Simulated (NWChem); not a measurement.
# AlHOF2 (SMILES [OH][Al]([F])[F]): B3LYP/cc-pVDZ

We compute a single-point energy of AlHOF2. 

The results are computed with NWChem 7.3.0.

6 further runs of the same task are left out: 6 set aside as unsound or not needed.

### 1 The structure to begin with

AlHOF2: 5 atoms, total charge 0, spin state singlet. SMILES: `[OH][Al]([F])[F]`. Geometry: relaxed at PBE0-D4/def2-TZVP.

Bond lengths: O1–Al2 1.674 Å, Al2–F3 1.633 Å, Al2–F4 1.638 Å, O1–H5 0.955 Å. Angles: O1–Al2–F3 119.1°, O1–Al2–F4 122.4°, F3–Al2–F4 118.6°, Al2–O1–H5 123.7°.

### 2 A single-point energy at B3LYP/cc-pVDZ

mymol.xyz reads:

```xyz
5
AlF2HO
O      0.004500     1.227000     0.002400
Al     0.185700    -0.435200     0.092100
F      1.487400    -1.050600     0.862600
F     -0.897900    -1.471800    -0.566700
H     -0.729900     1.657100    -0.431800
```

mymol.nw reads:

```
START mymol
TITLE "AlF2HO"
memory 2200 mb
GEOMETRY noautosym nocenter noautoz
  load format xyz mymol.xyz
END
BASIS spherical bse
  O library cc-pVDZ
  Al library cc-pVDZ
  F library cc-pVDZ
  H library cc-pVDZ
END
DFT
  xc b3lyp
  grid fine
  convergence energy 1e-05
  iterations 100
  mulliken
  noprint "final vectors analysis"
END
TASK dft
```

Launch:

```
$ nwchem mymol.nw > mymol.out
```

Q: Predict the results. Wanted: total energy; dipole moment.

Computed results:

Level: B3LYP/cc-pVDZ.

| quantity | value |
| --- | --- |
| total energy | -518.15404 Eh |
| dipole moment | 2.10 D |

Mulliken charges run from -0.39 on O1 to +0.96 on Al2.
